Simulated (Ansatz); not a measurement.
# Na3FeSb: one candidate structure

Aim: relax Na3FeSb from this start, cubic perovskite type (Pm-3m, No. 221), and see where it ends.

Program: Ansatz 0.2.0. Level of theory: DFT PBE, scalar-relativistic, plane waves, PAW. These are calculated values, not measurements.

1 further run of the same task is left out (it didn't finish).

**1. The starting structure**

It takes space group Pm-3m (No. 221, cubic). Conventional cell: a = 4.573 Å, b = 4.573 Å, c = 4.573 Å, α = 90.00°, β = 90.00°, γ = 90.00°. Na (site symmetry 4/mmm) is surrounded by 2 Sb at 2.29 Å. Fe (site symmetry m-3m) is surrounded by 12 Na at 3.23 Å. Sb (site symmetry m-3m) is surrounded by 6 Na at 2.29 Å.

Structure file:

```cif
data_structure
_symmetry_space_group_name_H-M 'Pm-3m'
_symmetry_Int_Tables_number 221
_cell_length_a 4.5731
_cell_length_b 4.5731
_cell_length_c 4.5731
_cell_angle_alpha 90.000
_cell_angle_beta 90.000
_cell_angle_gamma 90.000
_cell_volume 95.64
loop_
_atom_site_label
_atom_site_type_symbol
_atom_site_symmetry_multiplicity
_atom_site_Wyckoff_symbol
_atom_site_fract_x
_atom_site_fract_y
_atom_site_fract_z
_atom_site_occupancy
Na1 Na 3 c 0.00000 0.50000 0.50000 1
Fe1 Fe 1 a 0.00000 0.00000 0.00000 1
Sb1 Sb 1 b 0.50000 0.50000 0.50000 1
```

(A quick probe on a coarse mesh, which set the mesh and smearing, is not shown.)

**3. Coarse relaxation**

Input file input.yaml:

```yaml
crystal:
  lattice:
    - [4.5731106668, 0.0, 0.0]
    - [0.0, 4.5731106668, 0.0]
    - [0.0, 0.0, 4.5731106668]
  atoms:
    - { symbol: Na, position: [0.0, 0.5, 0.5] }
    - { symbol: Na, position: [0.5, 0.0, 0.5] }
    - { symbol: Na, position: [0.5, 0.5, 0.0] }
    - { symbol: Fe, position: [0.0, 0.0, 0.0], spin: 3.58 }
    - { symbol: Sb, position: [0.5, 0.5, 0.5] }
basis:
  ecutwfc: 420
kpoints:
  mp_grid: { grid: [4, 4, 4] }
hamiltonian:
  xc: pbe
scf:
  occupations: { method: gaussian, width: 0.1 }
  lower_state_search: "off"
output:
  forces: true
  stress: true
  eigenvalues: true
  populations: true
magnetization:
  spin_polarized: true
relax:
  adjacent_minimum: "off"
  f_tol: 0.04
  max_steps: 70
  cell: { stress_tol: 0.4 }
```

Command:

```
ansatz run input.yaml --threads 1 --pin off --max-ram 2560MiB --backend cpu --events-out ev --progress --plain --runs-dir out
```

Further runs follow: full relaxation; reference for the rattle test; random kick, then relaxation.

What does the calculation give?

**Answer**, as computed:

Formation energies count from the elements, computed with the same settings in runs not shown here.

| quantity | value |
| --- | --- |
| cell | a = 5.880 Å, b = 5.880 Å, c = 5.880 Å, α = 90.00°, β = 90.00°, γ = 90.00° |
| space group | Pm-3m (No. 221) |
| volume | 40.65 Å³/atom |
| gap on the mesh | none (metal) |
| formation energy from the elements | +0.598 eV/atom |
| largest moment | 3.71 μB |

The space group stayed Pm-3m, and from the first guess the volume went from 19.13 to 40.65 Å³/atom. The formation energy of +0.60 eV/atom is positive, so the elements lie lower than this structure; another structure of the compound can lie lower. The runs treat Sb without spin-orbit coupling.
